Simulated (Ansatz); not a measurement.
Crystal: GdO.

```xyz
2
Lattice="0.0000 2.7000 2.7000 2.7000 0.0000 2.7000 2.7000 2.7000 0.0000" Properties=species:S:1:pos:R:3 pbc="T T T"
Gd    0.0000    0.0000    0.0000
O     1.3500    1.3500    1.3500
```

The cell comes from a database or a generator and needn't be the stable form of this composition.

Base run:

| Item | Value |
| --- | --- |
| Program | Ansatz 0.2.0 |
| Functional | RPBE |
| Potentials or basis | Ansatz PAW |
| Cutoff | 420 eV (not typed: the program's choice for these potentials) |
| k mesh | 9 × 9 × 9 |
| Occupations | fermi-dirac, width 0.05 eV |
| Spin | collinear spin, ferromagnetic start |
| Starting moments | [7.0, 0.0] μB |

Its results: band gap on the k mesh none (metal or under the smearing width); pressure 2.1 GPa; net moment 7.65 μB per cell; site moments Gd +6.85; O -0.00 μB.

The run is repeated on the same cell with these changes: functional from RPBE to LDA; hubbard terms from none to Gd f U = 5 eV; hubbard projectors from none to ortho-atomic (the default). What comes out?

Band gap on the k mesh none (metal or under the smearing width); pressure -7.0 GPa; net moment 7.84 μB per cell; site moments Gd +7.00; O +0.01 μB.

Several settings changed at once, so the effect can't be laid on one alone.

Caveats: spin-orbit coupling is left out, which moves the levels of the heavy elements; a cell with one magnetic atom can't hold antiferromagnetic order, which such compounds often take; the PAW data sets come from PBE, with cores solved anew for the run's functional, which leaves a small shift of forces and pressure; without U or exact exchange the open f shell lies at the Fermi level, which spoils levels, moments and volumes (some runs); the magnetic or orbital state may not be the lowest (some runs).
